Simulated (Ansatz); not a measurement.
**Rh−: energies up the ladder**

The task, for Rh−: energies up the ladder. Charge -1.

Method: the levels named in each step, in Ansatz 0.2.0.

## 1. Starting point

As a file:

```xyz
1

Rh    0.0000    0.0000    0.0000
```

## 2. Single point, PBE0/def2-TZVPPD

The input, input.yaml:

```yaml
crystal:
  periodic: [false, false, false]
  atoms:
    - { symbol: Rh, position_ang: [0.0, 0.0, 0.0] }
total_charge: -1
basis:
  gaussian: { orbitals: def2-TZVPPD.json }
hamiltonian:
  xc: pbe0
```

Launch:

```console
> ansatz run input.yaml --threads 2 --pin off --max-ram 5120MiB --backend cpu --events-out ev --progress --plain --runs-dir out
```

After this run come: Single point, PBE/def2-TZVPPD; Single point, r2SCAN/def2-TZVPPD; Single point, B3LYP/def2-TZVPPD; Single point, wB97M-V/def2-TZVPPD; Single point, B2PLYP/def2-TZVPPD; Single point, LDA/def2-TZVPPD; Single point, PBE0/def2-SVPD; Single point, PBE/def2-SVPD.

What does the calculation give? Wanted: energy at PBE/def2-SVPD.

As calculated:

| quantity | value |
| --- | --- |
| energy at PBE/def2-SVPD | -3005.662 eV |

What this shows: These totals serve in differences with atoms or fragments at the same level; alone they don't rank the methods. Heavy atoms carry effective core potentials in def2 sets, and spin-orbit coupling is left out.
